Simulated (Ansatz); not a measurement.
The system is ScNb.

```xyz
2
Lattice="3.0656 0.0000 0.0000 -1.5328 2.6549 0.0000 0.0000 0.0000 5.0722" Properties=species:S:1:pos:R:3 pbc="T T T"
Nb    0.0000    1.7700    2.5361
Sc    0.0000    0.0000    0.0000
```

The cell comes from a database or a generator and needn't be the stable form of this composition.

Base run:

```yaml
Program: Ansatz 0.2.0
Functional: PBEsol
Potentials_or_basis: all-electron LAPW, scalar-relativistic
Cutoff: 190 eV
Density_cutoff: 760 eV
Basis_error_allowed: 0.001 eV/atom
k_mesh: 10 × 10 × 5
Occupations: gaussian, width 0.1 eV
Spin: no spin polarisation
```

Its results: band gap on the k mesh none (metal or under the smearing width); pressure -4.1 GPa.

Question: The run is repeated on the same cell with these changes: functional from PBEsol to PBE; occupations from gaussian, width 0.1 eV to gaussian, width 0.05 eV. What comes out?

Answer: Band gap on the k mesh none (metal or under the smearing width); pressure -0.1 GPa.

Not every run made on this cell is shown here.
